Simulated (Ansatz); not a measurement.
# BiTe (R-3m) in Ansatz: a series of runs

The runs below take BiTe through band structure, with PBEsol.

All numbers are computed with Ansatz 0.2.0; they aren't measurements. Logs are shortened: lines on timing, memory, paths and dates and some standing lists are left out, and cuts for length are marked.

### 1 The structure

Symmetry: R-3m, No. 166, trigonal system. Conventional cell: a = 4.845 Å, b = 4.845 Å, c = 9.952 Å, α = 90.00°, β = 90.00°, γ = 120.00°. Around Bi (site symmetry -3m) lie 6 Te at 3.25 Å. Around Te (site symmetry -3m) lie 6 Bi at 3.25 Å.

The cell comes from a database or a generator and needn't be the stable form of this composition.

### 2 Band structure, PBEsol

input.yaml reads:

```yaml
crystal:
  lattice:
    - [2.4227077728, 1.3987509848, 3.3172919545]
    - [-2.4227077728, 1.3987509848, 3.3172919545]
    - [0.0, -2.7975019696, 3.3172919545]
  atoms:
    - { symbol: Bi, position: [0.5, 0.5, 0.5] }
    - { symbol: Te, position: [0.0, 0.0, 0.0] }
kpoints:
  mp_grid: { grid: [7, 7, 7] }
  band_path:
    path:
      - [0.0, 0.0, 0.0]
      - [0.5, 0.0, 0.0]
      - [0.5, 0.2851949954, -0.2851949954]
    npoints: 8
scf:
  occupations: { method: fermi_dirac, width: 0.05 }
hamiltonian:
  xc: pbesol
  pseudopotentials: { kind: all_electron, lapw: { basis_error: 0.001 } }
output:
  forces: true
  stress: true
  eigenvalues: true
```

Potentials or basis: all-electron LAPW, scalar-relativistic.

Run with:

```sh
$ ansatz run input.yaml --threads 1 --pin off --max-ram 3072MiB --backend cpu --events-out ev --progress --plain --runs-dir out
```

Output:

```text
Warning: RAYON_NUM_THREADS=1 ignored (pool sized by the plan → 1); use --threads N
LAPW: plane waves up to 6.763 Å⁻¹, error target 1.0e-3 eV per atom; small_component_spin mean_spin; Te in spheres of 1.593 Å, 24 of its electrons in bands, Dirac shells []; Bi in spheres of 1.660 Å, 37 of its electrons in bands, Dirac shells [] (how accurate: hamiltonian.pseudopotentials.lapw.basis_error, Limitations)
Engine: ansatz 0.2.0, aarch64-unknown-linux-gnu
Pseudopotentials: kind: all_electron
Pseudopotential: Bi, LAPW, valence charge 37, lapw/all_electron/scalar/gaussian/Bi, Koelling and Harmon's equation, gaussian nucleus
Pseudopotential: Te, LAPW, valence charge 24, lapw/all_electron/scalar/gaussian/Te, Koelling and Harmon's equation, gaussian nucleus
Functional definition: PBEsol
  exchange = pbesol_x
  correlation = pbesol_c
Crystal: 2 atoms, lattice volume = 67.449 Å³
Basis set: ecut = 174.25200187945583 eV, 349 PW (Γ), exchange–correlation at level 2
Bands: 37, of which v1, the nominal top of the filled ones, is band 31 counted from 1 (30 counted from 0)
Symmetry: 12 space group operations
Space group: R-3m (ITA 166), of the structure as read, at distance tolerance 4.1e-5 Å
k-points: 44 of 343
Non-local potential: Bi, projectors of the file, none
Non-local potential: Te, projectors of the file, none
Initial density: superposition of atomic densities (chi_scale 0.1, normalization cell, long waves kept (reshape's long-wave potential 0.00 eV rms))
Initial wavefunctions: plane waves of lowest kinetic energy (no species holds an atomic orbital)
Functional: x = pbesol(κ = 0.804, μ = 0.12345679012345678), c = pbesol(β = 0.046)
iter 1 solved again at ethr=2.54e-4 eV; its pass at ethr=1.00e-1 eV (dr2=1.55e-1 eV) is discarded
SCF iter   1: F=—  HF=-770357.601694 eV  |F-HF|=—  |Δ(HF+E_count)|=         —  Δρ=1.03e-2  dr2=1.55e-1  ethr=2.54e-4  ⟨swp⟩=2.9  Hψ=10225  notcnv=0
preconditioner: auto → LDOS  [metal: Δε(μ)=0.108 eV  Ē_g=10.920 eV  σ=0.050 eV  W_gap=0.48  n_scr=20 (ndim 8)  ℏωp=15.0 eV  f_vac=0.097  D(μ)=1.15/eV (n_scr^D=6)  β→1.0]
iter 2 solved again at ethr=2.47e-6 eV; its pass at ethr=2.54e-4 eV (dr2=1.51e-3 eV) is discarded
SCF iter   2: F=—  HF=-770357.555013 eV  |F-HF|=—  |Δ(HF+E_count)|=   4.67e-2  Δρ=1.66e-3  dr2=1.51e-3  ethr=2.47e-6  ⟨swp⟩=2.0  Hψ=8402  notcnv=0
SCF iter   3: F=—  HF=-770357.555730 eV  |F-HF|=—  |Δ(HF+E_count)|=   7.16e-4  Δρ=4.70e-4  dr2=2.86e-4  ethr=2.47e-6  ⟨swp⟩=3.0  Hψ=4968  notcnv=0
SCF iter   4: F=—  HF=-770357.553667 eV  |F-HF|=—  |Δ(HF+E_count)|=   2.06e-3  Δρ=2.40e-4  dr2=9.25e-5  ethr=4.69e-7  ⟨swp⟩=2.0  Hψ=4794  notcnv=0
SCF iter   5: F=—  HF=-770357.553525 eV  |F-HF|=—  |Δ(HF+E_count)|=   1.42e-4  Δρ=6.46e-5  dr2=6.50e-6  ethr=1.52e-7  ⟨swp⟩=2.0  Hψ=4794  notcnv=0
SCF iter   6: F=—  HF=-770357.553514 eV  |F-HF|=—  |Δ(HF+E_count)|=   1.14e-5  Δρ=1.23e-5  dr2=1.58e-7  ethr=1.06e-8  ⟨swp⟩=2.0  Hψ=4794  notcnv=0
SCF iter   7: F=-770357.553513 eV  HF=-770357.553513 eV  |F-HF|=3.40e-8  |Δ(HF+E_count)|=   2.96e-7  Δρ=3.43e-6  dr2=1.01e-8  ethr=2.58e-10  ⟨swp⟩=2.0  Hψ=4794  notcnv=0
SCF 1 converged in 7 iterations: F = -770357.553513 eV  dr2 = 1.01e-8
NSCF: frozen V_eff on 17 k-points
SCF converged after 7 iterations
Free energy (F): -770357.553513 eV
Harris-Foulkes:  -770357.553513 eV  (|F-HF|=3.40e-8)
Internal energy: -770357.541581 eV  (E = F + TS)
E sigma→0 (E₀):  -770357.547547 eV
Entropy (-TS):   -0.011932 eV (-5.966 meV/atom)
Fermi energy:    12.606939 eV
--- Per-component energies (eV) ---
  E_band       = -3814.856718
  E_kinetic    = 872942.921413
  E_xc         = -15360.570532
  E_electrostatic = -1627939.892462  (all electrons and nuclei)
  E_smearing   = -0.011932  (= −TS)
  E_closure    = 0.000000  (closes the sum)
  E_atoms      = -770349.614598  (free atoms, spherical and without spin; not in F)
  Σ components = -770357.553513   (vs F -770357.553513, Δ=0.00e0)
  Basis errors (estimates in eV, not in F): energy 3.5e-4 per atom: plane waves 3.2e-4 (1.7e-4 summed), levels above the bands 3.9e-62, relativity 1.8e-8, radial functions 2.9e-5, core shells 2.6e-9; eigenvalues (radial functions only) 3.2e-6; not estimated: angular momenta, meshes, grids; target (lapw.basis_error) 1.0e-3; muffin-tin radii Te 1.593 Å, Bi 1.660 Å
--- Forces (eV/Å), atoms counted from 1 ---
  atom   1  Bi    -0.00000000     0.00000000    -0.00000000
  atom   2  Te     0.00000000    -0.00000000    -0.00000000
  max |Σ_I F_I| component: 1.15e-31 eV/Å
--- Stress (GPa, compression-positive) ---
       -2.352417      -0.000000      -0.000000
        0.000000      -2.352417      -0.000000
       -0.000000      -0.000000      -2.205669
  P = ⅓ Tr σ = -2.3035 GPa (-23.035 kbar)
--- Band table (eV; the first three rows and the last of 44) ---
  k-point 0: bands = ["-146.9651", "-140.9733", "-136.1385", "-136.1384", "-136.1303", "-136.1303", "-136.1263", "-136.1263", "-136.1251", "-97.0815", "-97.0815", "-97.0388", "-79.1822", "-79.1822", "-79.1604", "-24.5255", "-24.5255", "-24.4913", "-24.4913", "-24.4769", "-10.5580", "-10.5580", "-10.5433", "-10.5433", "-10.5264", "-0.8824", "4.3247", "9.7050", "9.7050", "11.0172", "14.4883", "15.1027", "15.1027", "16.6526", "16.6526", "18.7294", "19.2777"]
  k-point 1: bands = ["-146.9651", "-140.9733", "-136.1385", "-136.1384", "-136.1303", "-136.1303", "-136.1263", "-136.1263", "-136.1251", "-97.0815", "-97.0815", "-97.0388", "-79.1822", "-79.1822", "-79.1604", "-24.5254", "-24.5254", "-24.4913", "-24.4911", "-24.4768", "-10.5580", "-10.5577", "-10.5444", "-10.5419", "-10.5260", "-0.7087", "3.8912", "9.8203", "9.9668", "10.9433", "13.8622", "14.4010", "14.5157", "16.9402", "17.1255", "19.0037", "19.7807"]
  k-point 2: bands = ["-146.9651", "-140.9733", "-136.1385", "-136.1384", "-136.1303", "-136.1303", "-136.1263", "-136.1263", "-136.1251", "-97.0815", "-97.0815", "-97.0388", "-79.1823", "-79.1822", "-79.1604", "-24.5254", "-24.5253", "-24.4913", "-24.4907", "-24.4768", "-10.5585", "-10.5574", "-10.5464", "-10.5391", "-10.5246", "-0.1966", "2.8741", "10.1604", "10.4321", "11.0216", "12.7105", "13.1787", "13.6690", "17.7619", "17.7692", "20.1250", "21.2594"]
  k-point 43: bands = ["-146.9651", "-140.9733", "-136.1385", "-136.1384", "-136.1303", "-136.1303", "-136.1263", "-136.1263", "-136.1251", "-97.0815", "-97.0815", "-97.0388", "-79.1823", "-79.1823", "-79.1604", "-24.5255", "-24.5254", "-24.4901", "-24.4900", "-24.4769", "-10.5647", "-10.5633", "-10.5302", "-10.5297", "-10.5282", "1.3396", "1.7738", "8.7762", "9.7708", "9.8766", "11.8256", "12.0567", "13.2965", "19.6379", "20.2412", "20.8118", "22.7779"]
```

Wall time 16 s (1 thread of Arm Neoverse V2, shared host); peak memory 0.35 GiB.

What came out:

```yaml
Free_energy: -770357.5535 eV
Pressure: -2.3 GPa
Band_gap_along_the_path: none (metal or under the smearing width)
```

Levels at the corners of the path, in eV from the Fermi level:
```csv
point,band 29,band 30,band 31,band 32,band 33,band 34
Γ,-2.90,-1.59,1.88,2.50,2.50,4.05
L,-1.82,-1.02,-0.99,-0.62,0.30,6.70
B1,-4.87,-1.75,-0.62,3.20,3.58,5.48
```

Caveat: spin-orbit coupling is left out, which moves the levels of the heavy elements.

### 3 Band structure, PBEsol

Changes to input.yaml since step 2:

```diff
@@ -20,3 +20,6 @@
   xc: pbesol
-  pseudopotentials: { kind: all_electron, lapw: { basis_error: 0.001 } }
+  pseudopotentials:
+    kind: all_electron
+    lapw: { basis_error: 0.001 }
+    relativity: none
 output:
```

Potentials or basis: all-electron LAPW, non-relativistic.

Run with:

```sh
$ ansatz run input.yaml --threads 1 --pin off --max-ram 3072MiB --backend cpu --events-out ev --progress --plain --runs-dir out
```

Wall time 16 s (1 thread of Arm Neoverse V2, shared host); peak memory 0.34 GiB.

It converged, with:

* Free energy: -726707.3422 eV
* Pressure: -1.0 GPa
* Band gap along the path: none (metal or under the smearing width)

Stress tensor (GPa, compression positive):
```
-0.79  0.00  0.00
 0.00 -0.79  0.00
 0.00  0.00 -1.33
```

Levels at the corners of the path, in eV from the Fermi level:
```csv
point,band 28,band 29,band 30,band 31,band 32,band 33
Γ,-3.14,-3.14,-1.81,1.88,2.47,2.47
L,-2.18,-1.82,-0.92,-0.78,-0.09,0.35
B1,-5.18,-5.17,-1.60,-0.67,3.10,3.67
```

Caveat: relativity is left out, which matters for the heavier elements; spin-orbit coupling is left out, which moves the levels of the heavy elements.

### 4 Band structure, PBEsol

Changes to input.yaml since step 3:

```diff
@@ -20,6 +20,3 @@
   xc: pbesol
-  pseudopotentials:
-    kind: all_electron
-    lapw: { basis_error: 0.001 }
-    relativity: none
+  pseudopotentials: { kind: all_electron, datasets: crystal }
 output:
@@ -28 +25,3 @@
   eigenvalues: true
+  elf: true
+  volumetric_format: npy
```

Potentials or basis: all-electron PAW datasets made for the crystal.

Run with:

```sh
$ ansatz run input.yaml --threads 1 --pin off --max-ram 3072MiB --backend cpu --events-out ev --progress --plain --runs-dir out
```

Run time: 8.4 s. Hardware: 1 thread of Arm Neoverse V2, shared host; peak memory 0.49 GiB.

It converged, with:

| Item | Value |
| --- | --- |
| Free energy | -770357.5540 eV |
| Pressure | -2.3 GPa |
| Band gap along the path | none (metal or under the smearing width) |

Stress tensor (GPa, compression positive):
```
-2.35  0.00  0.00
 0.00 -2.35  0.00
 0.00  0.00 -2.21
```

Levels at the corners of the path, in eV from the Fermi level:
```csv
point,band 8,band 9,band 10,band 11,band 12,band 13,band 14,band 15
Γ,-2.90,-2.90,-1.59,1.88,2.50,2.50,4.05,4.05
L,-1.84,-1.82,-1.02,-0.99,-0.62,0.30,6.70,6.79
B1,-4.88,-4.87,-1.75,-0.62,3.20,3.58,5.48,5.67
```

Caveat: spin-orbit coupling is left out, which moves the levels of the heavy elements.

### 5 Band structure, PBEsol

Changes to input.yaml since step 4:

```diff
@@ -20,3 +20,6 @@
   xc: pbesol
-  pseudopotentials: { kind: all_electron, datasets: crystal }
+  pseudopotentials:
+    kind: all_electron
+    lapw: { basis_error: 0.001 }
+    dirac_shells: { Bi: ["4p", "4d"], Te: ["3p", "3d"] }
 output:
@@ -25,3 +28 @@
   eigenvalues: true
-  elf: true
-  volumetric_format: npy
```

Potentials or basis: all-electron LAPW, inner shells corrected to Dirac's equation.

Run with:

```sh
$ ansatz run input.yaml --threads 1 --pin off --max-ram 3072MiB --backend cpu --events-out ev --progress --plain --runs-dir out
```

Run time: 16 s. Hardware: 1 thread of Arm Neoverse V2, shared host; peak memory 0.35 GiB.

It converged, with:

- Free energy: -771785.2863 eV
- Pressure: -2.3 GPa
- Band gap along the path: none (metal or under the smearing width)

Stress tensor (GPa, compression positive):
```
-2.33  0.00  0.00
 0.00 -2.33  0.00
 0.00  0.00 -2.19
```

Levels at the corners of the path, in eV from the Fermi level:
| point | band 27 | band 28 | band 29 | band 30 | band 31 | band 32 | band 33 | band 34 | band 35 | band 36 |
| --- | --- | --- | --- | --- | --- | --- | --- | --- | --- | --- |
| Γ | -8.28 | -2.90 | -2.90 | -1.59 | 1.88 | 2.50 | 2.50 | 4.04 | 4.04 | 6.12 |
| L | -11.35 | -1.84 | -1.82 | -1.02 | -0.99 | -0.62 | 0.30 | 6.70 | 6.78 | 6.95 |
| B1 | -10.84 | -4.88 | -4.87 | -1.75 | -0.62 | 3.20 | 3.58 | 5.47 | 5.67 | 9.40 |

Caveat: spin-orbit coupling is left out, which moves the levels of the heavy elements.

### 6 The runs side by side

| potentials or basis | cutoff (eV) | basis error allowed | pressure (GPa) |
| --- | --- | --- | --- |
| all-electron LAPW, scalar-relativistic | 174 | 0.001 eV/atom | -2.3 |
| all-electron LAPW, non-relativistic | 173 | 0.001 eV/atom | -1.0 |
| all-electron PAW datasets made for the crystal | 240 | - | -2.3 |
| all-electron LAPW, inner shells corrected to Dirac's equation | 174 | 0.001 eV/atom | -2.3 |

Alike in all rows: task band structure; level PBEsol; no spin polarisation; cell as given; k mesh 7 × 7 × 7; smearing fermi-dirac 0.05 eV.

Caveats: spin-orbit coupling is left out, which moves the levels of the heavy elements; relativity is left out, which matters for the heavier elements (some runs).

Compare energies only between runs with the same functional and basis.
